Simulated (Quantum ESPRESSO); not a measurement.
# GaGe (F-43m) in Quantum ESPRESSO: equation of state, part 2 of 2

Quantum ESPRESSO 7.5. Earlier steps stand in the parts before.

## (3) Single point, PBEsol, 23.36 Å³/atom

pw.in

```
&CONTROL
  calculation = 'scf'
  prefix = 'pwscf'
  outdir = './tmp'
  pseudo_dir = './pseudo'
  tprnfor = .true.
  tstress = .true.
  disk_io = 'nowf'
/
&SYSTEM
  ibrav = 0
  nat = 2
  ntyp = 2
  ecutwfc = 56
  ecutrho = 448
  nbnd = 24
  occupations = 'smearing'
  smearing = 'fd'
  degauss = 0.00367493
/
&ELECTRONS
  conv_thr = 4d-10
  electron_maxstep = 120
  mixing_beta = 0.5
/
ATOMIC_SPECIES
Ge    72.6300 ge_pbesol_v1.4.uspp.F.UPF
Ga    69.7230 ga_pbesol_v1.4.uspp.F.UPF
CELL_PARAMETERS angstrom
   0.0000000000    2.8586791449    2.8586791449
   2.8586791449    0.0000000000    2.8586791449
   2.8586791449    2.8586791449    0.0000000000
ATOMIC_POSITIONS crystal
Ge     0.0000000000    0.0000000000    0.0000000000
Ga     0.2500000000    0.2500000000    0.2500000000
K_POINTS automatic
8 8 8 0 0 0
```

Potentials or basis: GBRV 1.5 PBEsol.

Command:

```console
$ OMP_NUM_THREADS=1 mpirun -n 2 pw.x -nk 2 -in pw.in > pw.out
```

pw.out:

```text
This program is part of the open-source Quantum ESPRESSO suite
     for quantum simulation of materials; please cite
         "P. Giannozzi et al., J. Phys.:Condens. Matter 21 395502 (2009);
         "P. Giannozzi et al., J. Phys.:Condens. Matter 29 465901 (2017);
         "P. Giannozzi et al., J. Chem. Phys. 152 154105 (2020);
     in publications or presentations arising from this work. More details at

     Message from routine setup:
     using ibrav=0 with symmetry is DISCOURAGED, use correct ibrav instead

     K-points division:     npool     =       2
     Subspace diagonalization in iterative solution of the eigenvalue problem:
     a serial algorithm will be used

     G-vector sticks info
     --------------------
     sticks:   dense  smooth     PW     G-vecs:    dense   smooth      PW
     Sum        1801     913    271                50629    17933    2975

     Using Slab Decomposition

     bravais-lattice index     =            0
     lattice parameter (alat)  =       7.6398  a.u.
     unit-cell volume          =     315.2992 (a.u.)^3
     number of atoms/cell      =            2
     number of atomic types    =            2
     number of electrons       =        33.00
     number of Kohn-Sham states=           24
     kinetic-energy cutoff     =      56.0000  Ry
     charge density cutoff     =     448.0000  Ry
     scf convergence threshold =      4.0E-10
     mixing beta               =       0.5000
     number of iterations used =            8  plain     mixing
     Exchange-correlation= SLA  PW   PSX  PSC
                           (   1   4  10   8   0   0   0)

     celldm(1)=   7.639752  celldm(2)=   0.000000  celldm(3)=   0.000000
     celldm(4)=   0.000000  celldm(5)=   0.000000  celldm(6)=   0.000000

     crystal axes: (cart. coord. in units of alat)
               a(1) = (   0.000000   0.707107   0.707107 )
               a(2) = (   0.707107   0.000000   0.707107 )
               a(3) = (   0.707107   0.707107   0.000000 )

     reciprocal axes: (cart. coord. in units 2 pi/alat)
               b(1) = ( -0.707107  0.707107  0.707107 )
               b(2) = (  0.707107 -0.707107  0.707107 )
               b(3) = (  0.707107  0.707107 -0.707107 )

     PseudoPot. # 1 for Ge read from file:
     ge_pbesol_v1.4.uspp.F.UPF
     Pseudo is Ultrasoft + core correction, Zval = 14.0
     Generated by new atomic code, or converted to UPF format
     Using radial grid of  873 points,  6 beta functions with:
                l(1) =   0
                l(2) =   0
                l(3) =   1
                l(4) =   1
                l(5) =   2
                l(6) =   2
     Q(r) pseudized with  8 coefficients,  rinner =    1.400   1.400   1.400
                                                       1.400   1.400

     PseudoPot. # 2 for Ga read from file:
     ga_pbesol_v1.4.uspp.F.UPF
     Pseudo is Ultrasoft + core correction, Zval = 19.0
     Generated by new atomic code, or converted to UPF format
     Using radial grid of  871 points,  6 beta functions with:
                l(1) =   0
                l(2) =   0
                l(3) =   1
                l(4) =   1
                l(5) =   2
                l(6) =   2
     Q(r) pseudized with  8 coefficients,  rinner =    1.250   1.250   1.250
                                                       1.250   1.250

     atomic species   valence    mass     pseudopotential
     Ge               14.00    72.63000     Ge( 1.00)
     Ga               19.00    69.72300     Ga( 1.00)

     24 Sym. Ops. (no inversion) found

   Cartesian axes

     site n.     atom                  positions (alat units)
         1        Ge     tau(   1) = (   0.0000000   0.0000000   0.0000000  )
         2        Ga     tau(   2) = (   0.3535534   0.3535534   0.3535534  )

     number of k points=    29  Fermi-Dirac smearing, width (Ry)=  0.0037
                       cart. coord. in units 2pi/alat
        k(    1) = (   0.0000000   0.0000000   0.0000000), wk =   0.0039062
        k(    2) = (   0.0883883   0.0883883  -0.0883883), wk =   0.0312500
        k(    3) = (   0.1767767   0.1767767  -0.1767767), wk =   0.0312500
        k(    4) = (   0.2651650   0.2651650  -0.2651650), wk =   0.0312500
        k(    5) = (  -0.3535534  -0.3535534   0.3535534), wk =   0.0156250
        k(    6) = (   0.1767767   0.0000000   0.0000000), wk =   0.0234375
[... 21 lines left out ...]
        k(   28) = (  -0.7071068   0.1767767  -0.0000000), wk =   0.0468750
        k(   29) = (  -0.7071068   0.3535534   0.0000000), wk =   0.0234375

     Dense  grid:    50629 G-vectors     FFT dimensions: (  54,  54,  54)

     Smooth grid:    17933 G-vectors     FFT dimensions: (  40,  40,  40)

     Check: negative core charge=   -0.000001

     Initial potential from superposition of free atoms

     starting charge      31.9992, renormalised to      33.0000
     Starting wfcs are   21 randomized atomic wfcs +    3 random wfcs

     Self-consistent Calculation

     iteration #  1     ecut=    56.00 Ry     beta= 0.50
     Davidson diagonalization with overlap
     ethr =  1.00E-02,  avg # of iterations =  5.1

     total energy              =    -627.02253496 Ry
     estimated scf accuracy    <       2.73600454 Ry

     iteration #  2     ecut=    56.00 Ry     beta= 0.50
     Davidson diagonalization with overlap
     ethr =  8.29E-03,  avg # of iterations =  2.0

     total energy              =    -628.08526922 Ry
     estimated scf accuracy    <       0.54145202 Ry

     iteration #  3     ecut=    56.00 Ry     beta= 0.50
     Davidson diagonalization with overlap
     ethr =  1.64E-03,  avg # of iterations =  2.0
[... 29 lines left out ...]
     total energy              =    -628.15760918 Ry
     estimated scf accuracy    <       0.00000034 Ry

     iteration #  8     ecut=    56.00 Ry     beta= 0.50
     Davidson diagonalization with overlap
     ethr =  1.02E-09,  avg # of iterations =  2.4

     total energy              =    -628.15760932 Ry
     estimated scf accuracy    <       0.00000003 Ry

     iteration #  9     ecut=    56.00 Ry     beta= 0.50
     Davidson diagonalization with overlap
     ethr =  9.09E-11,  avg # of iterations =  2.2

     End of self-consistent calculation

          k = 0.0000 0.0000 0.0000 (  2229 PWs)   bands (ev):

   -86.5374 -86.5374 -86.5374 -16.7611 -16.7611 -16.7611 -16.7393 -16.7393
    -7.1190  -7.1190  -7.1190  -7.0511  -7.0511  -3.6092   8.9434   8.9434
     8.9434   9.5973  11.6063  11.6063  11.6063  14.8992  18.0706  18.0706

          k = 0.0884 0.0884-0.0884 (  2205 PWs)   bands (ev):

   -86.5374 -86.5374 -86.5374 -16.7611 -16.7607 -16.7607 -16.7392 -16.7392
    -7.1238  -7.1158  -7.1158  -7.0514  -7.0514  -3.4179   6.8610   8.6216
     8.6216  10.2843  12.0366  12.0366  12.4845  15.9053  17.0438  17.0438

          k = 0.1768 0.1768-0.1768 (  2214 PWs)   bands (ev):

   -86.5374 -86.5374 -86.5374 -16.7611 -16.7596 -16.7596 -16.7389 -16.7389
    -7.1356  -7.1091  -7.1091  -7.0514  -7.0514  -2.8641   4.5081   8.0869
     8.0869   9.8646  12.6032  12.6032  14.5139  16.3329  16.8119  16.8119
[... 91 lines left out ...]
          k =-0.0884-0.6187 0.6187 (  2239 PWs)   bands (ev):

   -86.5374 -86.5374 -86.5374 -16.7644 -16.7555 -16.7553 -16.7411 -16.7357
    -7.1717  -7.0822  -7.0792  -7.0693  -7.0445  -0.7339   1.6924   5.3173
     6.0319   9.6681  10.7274  16.8276  17.2414  19.2602  20.4283  20.9203

          k = 0.0000-0.5303 0.5303 (  2245 PWs)   bands (ev):

   -86.5374 -86.5374 -86.5374 -16.7627 -16.7567 -16.7557 -16.7403 -16.7365
    -7.1662  -7.0882  -7.0820  -7.0636  -7.0477  -0.4933   1.4852   4.4914
     6.3035   9.9442  12.8638  16.1731  16.2952  16.8980  18.3316  22.3371

          k =-0.7071 0.0000 0.0000 (  2232 PWs)   bands (ev):

   -86.5374 -86.5374 -86.5374 -16.7653 -16.7548 -16.7548 -16.7416 -16.7352
    -7.1766  -7.0759  -7.0759  -7.0742  -7.0430  -0.4091   1.2452   5.8491
     5.8491   9.4381   9.5779  18.5678  18.5678  19.7947  21.0816  21.3259

          k = 0.3536 0.1768 0.0000 (  2227 PWs)   bands (ev):

   -86.5374 -86.5374 -86.5374 -16.7622 -16.7584 -16.7581 -16.7398 -16.7376
    -7.1481  -7.1008  -7.0987  -7.0583  -7.0480  -2.3784   4.0012   6.0594
     7.3515  11.2287  11.9307  13.2772  14.5167  16.6589  18.6699  19.0845

          k =-0.2652-0.4419 0.6187 (  2234 PWs)   bands (ev):

   -86.5374 -86.5374 -86.5374 -16.7614 -16.7585 -16.7571 -16.7394 -16.7374
    -7.1548  -7.0977  -7.0930  -7.0575  -7.0486  -1.5945   2.5760   5.3817
     6.8467  11.4425  12.2691  13.6226  15.0366  17.7676  18.4721  19.9175

          k =-0.1768-0.3536 0.5303 (  2226 PWs)   bands (ev):
[... 11 lines left out ...]
          k =-0.0884-0.4419 0.6187 (  2234 PWs)   bands (ev):

   -86.5374 -86.5374 -86.5374 -16.7620 -16.7580 -16.7553 -16.7400 -16.7367
    -7.1638  -7.0910  -7.0832  -7.0615  -7.0486  -0.6298   1.6546   4.7108
     5.8109  11.1122  13.0212  13.9271  15.9831  17.6348  20.2976  20.9824

          k = 0.0000-0.3536 0.5303 (  2240 PWs)   bands (ev):

   -86.5374 -86.5374 -86.5374 -16.7607 -16.7591 -16.7559 -16.7395 -16.7373
    -7.1598  -7.0946  -7.0860  -7.0583  -7.0506  -0.8695   1.9196   4.5512
     6.1887  11.5428  13.3833  13.6968  15.7027  16.9523  18.3381  21.8396

          k =-0.7071 0.1768-0.0000 (  2236 PWs)   bands (ev):

   -86.5374 -86.5374 -86.5374 -16.7638 -16.7563 -16.7548 -16.7409 -16.7359
    -7.1708  -7.0831  -7.0801  -7.0668  -7.0457  -0.3631   1.3268   5.3113
     5.3658  10.6483  10.8046  16.4181  16.5373  19.5561  20.2235  21.3520

          k =-0.7071 0.3536 0.0000 (  2244 PWs)   bands (ev):

   -86.5374 -86.5374 -86.5374 -16.7609 -16.7592 -16.7548 -16.7400 -16.7368
    -7.1639  -7.0914  -7.0817  -7.0603  -7.0501  -0.3150   1.4179   4.8853
     4.9962  13.0195  13.1620  13.4846  13.6715  19.5980  20.2139  21.3578

     the Fermi energy is     7.1633 ev

!    total energy              =    -628.15760933 Ry
     estimated scf accuracy    <          5.4E-11 Ry
     smearing contrib. (-TS)   =      -0.00061429 Ry
     internal energy E=F+TS    =    -628.15699504 Ry

     The total energy is F=E-TS. E is the sum of the following terms:
     one-electron contribution =    -529.39576688 Ry
     hartree contribution      =     282.64226138 Ry
     xc contribution           =    -105.54903369 Ry
     ewald contribution        =    -275.85445585 Ry

     convergence has been achieved in   9 iterations

     Forces acting on atoms (cartesian axes, Ry/au):

     atom    1 type  1   force =    -0.00000000    0.00000000    0.00000000
     atom    2 type  2   force =     0.00000000   -0.00000000   -0.00000000

     Total force =     0.000000     Total SCF correction =     0.000000

     Computing stress (Cartesian axis) and pressure

          total   stress  (Ry/bohr**3)                   (kbar)     P=       -3.69
  -0.00002506   0.00000000   0.00000000           -3.69        0.00        0.00
   0.00000000  -0.00002506   0.00000000            0.00       -3.69        0.00
  -0.00000000   0.00000000  -0.00002506           -0.00        0.00       -3.69

=------------------------------------------------------------------------------=
   JOB DONE.
=------------------------------------------------------------------------------=
```

Wall time 20 s (2 MPI ranks of Arm Neoverse V1, shared host); peak memory 0.3 GiB.

What came out:

| Item | Value |
| --- | --- |
| Free energy | -8546.5197 eV |
| Pressure | -0.4 GPa |
| Band gap on the k mesh | none (metal or under the smearing width) |

## (4) Single point, PBEsol, 23.85 Å³/atom

Changes to pw.in since step 3:

```diff
@@ -29,5 +29,5 @@
 CELL_PARAMETERS angstrom
-   0.0000000000    2.8586791449    2.8586791449
-   2.8586791449    0.0000000000    2.8586791449
-   2.8586791449    2.8586791449    0.0000000000
+   0.0000000000    2.8783947965    2.8783947965
+   2.8783947965    0.0000000000    2.8783947965
+   2.8783947965    2.8783947965    0.0000000000
 ATOMIC_POSITIONS crystal
```

Command:

```console
$ OMP_NUM_THREADS=1 mpirun -n 2 pw.x -nk 2 -in pw.in > pw.out
```

Wall time 20 s (2 MPI ranks of Arm Neoverse V1, shared host); peak memory 0.32 GiB.

Results (log left out):

- Free energy: -8546.5142 eV
- Pressure: -1.4 GPa
- Band gap on the k mesh: none (metal or under the smearing width)

## (5) Single point, PBEsol, 24.33 Å³/atom

Changes to pw.in since step 4:

```diff
@@ -29,5 +29,5 @@
 CELL_PARAMETERS angstrom
-   0.0000000000    2.8783947965    2.8783947965
-   2.8783947965    0.0000000000    2.8783947965
-   2.8783947965    2.8783947965    0.0000000000
+   0.0000000000    2.8978440000    2.8978440000
+   2.8978440000    0.0000000000    2.8978440000
+   2.8978440000    2.8978440000    0.0000000000
 ATOMIC_POSITIONS crystal
```

Command:

```console
$ OMP_NUM_THREADS=1 mpirun -n 2 pw.x -nk 2 -in pw.in > pw.out
```

Wall time 23 s (2 MPI ranks of Arm Neoverse V1, shared host); peak memory 0.32 GiB.

It converged, with:

```
Free energy            : -8546.5026 eV
Pressure               : -2.4 GPa
Band gap on the k mesh : none (metal or under the smearing width)
```

## (6) Single point, PBEsol, 24.82 Å³/atom

Changes to pw.in since step 5:

```diff
@@ -29,5 +29,5 @@
 CELL_PARAMETERS angstrom
-   0.0000000000    2.8978440000    2.8978440000
-   2.8978440000    0.0000000000    2.8978440000
-   2.8978440000    2.8978440000    0.0000000000
+   0.0000000000    2.9170355792    2.9170355792
+   2.9170355792    0.0000000000    2.9170355792
+   2.9170355792    2.9170355792    0.0000000000
 ATOMIC_POSITIONS crystal
```

Potentials or basis: GBRV 1.5 PBEsol.

Command:

```console
$ OMP_NUM_THREADS=1 mpirun -n 2 pw.x -nk 2 -in pw.in > pw.out
```

It took 23 s on 2 MPI ranks of Arm Neoverse V1, shared host; peak memory 0.32 GiB.

The run converged. Its results:

- Free energy: -8546.4855 eV
- Pressure: -3.3 GPa
- Band gap on the k mesh: none (metal or under the smearing width)

## (7) Single point, PBEsol, 25.31 Å³/atom

Changes to pw.in since step 6:

```diff
@@ -29,5 +29,5 @@
 CELL_PARAMETERS angstrom
-   0.0000000000    2.9170355792    2.9170355792
-   2.9170355792    0.0000000000    2.9170355792
-   2.9170355792    2.9170355792    0.0000000000
+   0.0000000000    2.9359778994    2.9359778994
+   2.9359778994    0.0000000000    2.9359778994
+   2.9359778994    2.9359778994    0.0000000000
 ATOMIC_POSITIONS crystal
```

Command:

```console
$ OMP_NUM_THREADS=1 mpirun -n 2 pw.x -nk 2 -in pw.in > pw.out
```

Run time: 23 s. Hardware: 2 MPI ranks of Arm Neoverse V1, shared host; peak memory 0.32 GiB.

The run converged. Its results:

```yaml
Free_energy: -8546.4636 eV
Pressure: -4.0 GPa
Band_gap_on_the_k_mesh: none (metal or under the smearing width)
```

## (8) Single point, PBEsol, 25.79 Å³/atom

Changes to pw.in since step 7:

```diff
@@ -29,5 +29,5 @@
 CELL_PARAMETERS angstrom
-   0.0000000000    2.9359778994    2.9359778994
-   2.9359778994    0.0000000000    2.9359778994
-   2.9359778994    2.9359778994    0.0000000000
+   0.0000000000    2.9546788998    2.9546788998
+   2.9546788998    0.0000000000    2.9546788998
+   2.9546788998    2.9546788998    0.0000000000
 ATOMIC_POSITIONS crystal
```

Command:

```console
$ OMP_NUM_THREADS=1 mpirun -n 2 pw.x -nk 2 -in pw.in > pw.out
```

Wall time 23 s (2 MPI ranks of Arm Neoverse V1, shared host); peak memory 0.32 GiB.

The run converged. Its results:

```
Free energy            : -8546.4375 eV
Pressure               : -4.7 GPa
Band gap on the k mesh : none (metal or under the smearing width)
```

## (9) Equation of state, PBEsol

Potentials or basis: GBRV 1.5 PBEsol.

No new run: the results of the series are fitted here.

Results:

```
Equilibrium volume                      : 23.21 Å³/atom
Bulk modulus                            : 56 GPa
Pressure derivative of the bulk modulus : 4.7
```

Energy against volume, from the lowest point:
```csv
volume (Å³/atom),energy (meV/atom)
22.875,0.74
23.361,0.00
23.848,2.72
24.335,8.53
24.821,17.06
25.308,28.01
25.795,41.10
```
